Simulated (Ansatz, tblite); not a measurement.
# The cluster Ba₅Se₅+: one state, many levels

Aim: run the doublet of the cluster Ba₅Se₅+ at one geometry on many levels, and compare frontier levels, spin and run time.

Program: Ansatz 0.2.0, Gaussian basis. Level of theory: as each input shows. These are calculated values, not measurements.

The runs, in order: GFN1-xTB, GFN2-xTB, PBE-D4/def2-SVP, r2SCAN-D4/def2-SVP, BLYP-D4/def2-SVP.

4 further runs of the same task are left out: 4 that didn't finish.

### 1 The relaxed structure

The geometry is that of the doublet, from an earlier relaxation (PBE-D4/def2-SVP). At that level it is the lowest of the isomers that a small search found.

10 atoms, charge 1, spin multiplicity 2.

Bond lengths: Ba1–Se7 3.023 Å, Ba1–Se8 3.022 Å, Ba1–Se9 3.174 Å, Ba2–Se6 3.235 Å, Ba2–Se7 3.246 Å, Ba2–Se8 3.246 Å, Ba2–Se9 3.878 Å, Ba2–Se10 3.235 Å, Ba3–Se7 3.034 Å, Ba3–Se9 3.157 Å, Ba3–Se10 3.023 Å, Ba4–Se6 3.023 Å, Ba4–Se8 3.034 Å, Ba4–Se9 3.157 Å, Ba5–Se6 2.948 Å, Ba5–Se10 2.948 Å. Angles: Se7–Ba1–Se8 92.2°, Se7–Ba1–Se9 74.5°, Se8–Ba1–Se9 74.5°, Se6–Ba2–Se7 140.3°, Se6–Ba2–Se8 83.5°, Se6–Ba2–Se9 78.0°, Se6–Ba2–Se10 82.3°, Se7–Ba2–Se8 84.2°, Se7–Ba2–Se9 62.9°, Se7–Ba2–Se10 83.5°, Se8–Ba2–Se9 62.9°, Se8–Ba2–Se10 140.3°, Se9–Ba2–Se10 77.9°, Se7–Ba3–Se9 74.6°, Se7–Ba3–Se10 90.9°, Se9–Ba3–Se10 93.5°, Se6–Ba4–Se8 90.9°, Se6–Ba4–Se9 93.5° and more.

As a file:

```xyz
10
charge 1, multiplicity 2
Ba   -1.0698    1.7003   -3.1011
Ba   -0.8921   -1.6338   -0.1517
Ba   -1.7478    2.1702    1.5800
Ba    2.9297   -0.1175   -1.2888
Ba    1.5504   -1.3127    3.5747
Se    2.1526   -2.1471    0.8122
Se   -2.9056    0.8088   -0.8714
Se    0.5201   -0.8671   -2.9725
Se    0.6584    1.9081   -0.4473
Se   -1.1958   -0.5091    2.8659
```

Ba takes a core potential in the def2 sets. No spin-orbit coupling is included. The ion is computed in the gas phase, without counter-ions or solvent.

PBE0-D4/def2-SVP was run before; its log isn't repeated, and its numbers join the tables.

### 2 GFN1-xTB

Tight binding, by tblite at 300 K electronic temperature and without a spin-polarisation term:

```python
tblite.interface.Calculator('GFN1-xTB', numbers, positions, charge=1, uhf=1).singlepoint()
```

Energy -529.3833 eV; 0.059 s.

### 3 GFN2-xTB

Tight binding, by tblite at 300 K electronic temperature and without a spin-polarisation term:

```python
tblite.interface.Calculator('GFN2-xTB', numbers, positions, charge=1, uhf=1).singlepoint()
```

Energy -498.3082 eV; 0.34 s.

### 4 PBE-D4/def2-SVP

start.molden holds the orbitals of an earlier run on this state, given as this run's starting guess.

Contents of in.yaml:

```yaml
crystal:
  periodic: [false, false, false]
  atoms:
    - {symbol: Ba, position_ang: [-1.069791, 1.700288, -3.101134]}
    - {symbol: Ba, position_ang: [-0.892114, -1.633808, -0.151713]}
    - {symbol: Ba, position_ang: [-1.747804, 2.170176, 1.580036]}
    - {symbol: Ba, position_ang: [2.929676, -0.117541, -1.288803]}
    - {symbol: Ba, position_ang: [1.550419, -1.312667, 3.574656]}
    - {symbol: Se, position_ang: [2.152573, -2.147139, 0.812239]}
    - {symbol: Se, position_ang: [-2.905635, 0.808837, -0.871419]}
    - {symbol: Se, position_ang: [0.520086, -0.867052, -2.972481]}
    - {symbol: Se, position_ang: [0.658426, 1.908054, -0.447297]}
    - {symbol: Se, position_ang: [-1.195847, -0.509149, 2.865934]}
basis:
  gaussian: {orbitals: def2-SVP, initial_orbitals: start.molden}
total_charge: 1
magnetization: {spin_polarized: true, initial_magnetization: 1}
hamiltonian: {xc: pbe, dispersion: d4}
scf: {omitted_lower_state_checks: [starts]}
output: {forces: true, orbitals: {seedname: orbitals}}
```

The run is started by

```sh
> ansatz run in.yaml --threads 6 --pin off --events-out ev --progress --plain --max-ram 7833MiB
```

After this run come: r2SCAN-D4/def2-SVP; BLYP-D4/def2-SVP.

**Question.** What will the summary of the whole plan be? Wanted: gap in def2-SVP, named functionals, smallest and largest; ⟨S²⟩ in def2-SVP, named functionals, smallest and largest.

As calculated:

| quantity | value |
| --- | --- |
| gap in def2-SVP, named functionals, smallest and largest | 0.29 eV (BLYP-D4), 1.42 eV (PBE0-D4) |
| ⟨S²⟩ in def2-SVP, named functionals, smallest and largest | 0.752, 0.759 |

In words: Orbital gaps of the named functionals in def2-SVP span 0.29 eV (BLYP-D4) to 1.42 eV (PBE0-D4); exact exchange widens it. Over the named functionals in def2-SVP spin contamination reaches 0.01 (PBE0-D4), which is small.
